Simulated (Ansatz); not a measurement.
# BN: the cost of one run

Program: Ansatz 0.2.0. Level of theory: DFT, PBE, plane-wave PAW, default files, scalar-relativistic, as far as a step names no other. These are calculated values, not measurements.

### Step 1. Starting point

It takes space group P6_3/mmc (No. 194, hexagonal). Conventional cell: a = 2.540 Å, b = 2.540 Å, c = 6.598 Å, α = 90.00°, β = 90.00°, γ = 120.00°. Around B (site symmetry -6m2) lie 3 N at 1.47 Å. N (site symmetry -6m2) is surrounded by 3 B at 1.47 Å.

Coordinates:

```
CELL_PARAMETERS angstrom
2.54000 0.00000 0.00000
-1.27000 2.19970 0.00000
0.00000 0.00000 6.59800
ATOMIC_POSITIONS crystal
B 0.33333 0.66667 0.25000
B 0.66667 0.33333 0.75000
N 0.33333 0.66667 0.75000
N 0.66667 0.33333 0.25000
```

The earlier run gave: gap on the mesh 4.21 eV, largest force 0.000 eV/Å, pressure -6.4 GPa.

Like atoms gathered into sites:

```tsv
site	atoms	first shell	V_zz (10²¹ V/m²)	η	C_Q (MHz)
B	1, 2	3 N at 1.47 Å	2.74	0.00	2.69 (¹¹B)
N	3, 4	3 B at 1.47 Å	-0.78	0.00	-0.384 (¹⁴N)
```

C_Q = eQV_zz/h, which is 24.18 MHz for Q = 1 b and V_zz = 10²¹ V/m²; η = (V_xx − V_yy)/V_zz. Quadrupole moments are those of Pyykkö's year-2017 table.

### Step 2. Ions relaxed at fixed cell

The input, input.yaml:

```yaml
crystal:
  lattice:
    - [2.54, 0.0, 0.0]
    - [-1.27, 2.1997045256, 0.0]
    - [0.0, 0.0, 6.598]
  atoms:
    - { symbol: B, position: [0.3333333333, 0.6666666667, 0.25] }
    - { symbol: B, position: [0.6666666667, 0.3333333333, 0.75] }
    - { symbol: "N", position: [0.3333333333, 0.6666666667, 0.75] }
    - { symbol: "N", position: [0.6666666667, 0.3333333333, 0.25] }
kpoints:
  mp_grid: { grid: [13, 13, 5] }
scf:
  occupations: { method: fermi_dirac, width: 0.02 }
hamiltonian:
  xc: pbe
  pseudopotentials: { kind: paw }
output:
  forces: true
  stress: true
  populations: true
  efg:
    quadrupole_moments_barn: { B: 0.04059, "N": 0.02044 }
    contact_densities: true
relax:
  f_tol: 0.02
  max_steps: 60
```

The run is started by

```sh
$ ansatz run input.yaml --threads 1 --pin off --max-ram 3072MiB --backend cpu --events-out ev --progress --plain --runs-dir out
```

Q: Estimate wall time and peak memory on 1 thread of Intel Xeon Platinum 8488C (Sapphire Rapids), shared host.

About 2.1 s, with a peak of 0.41 GiB.
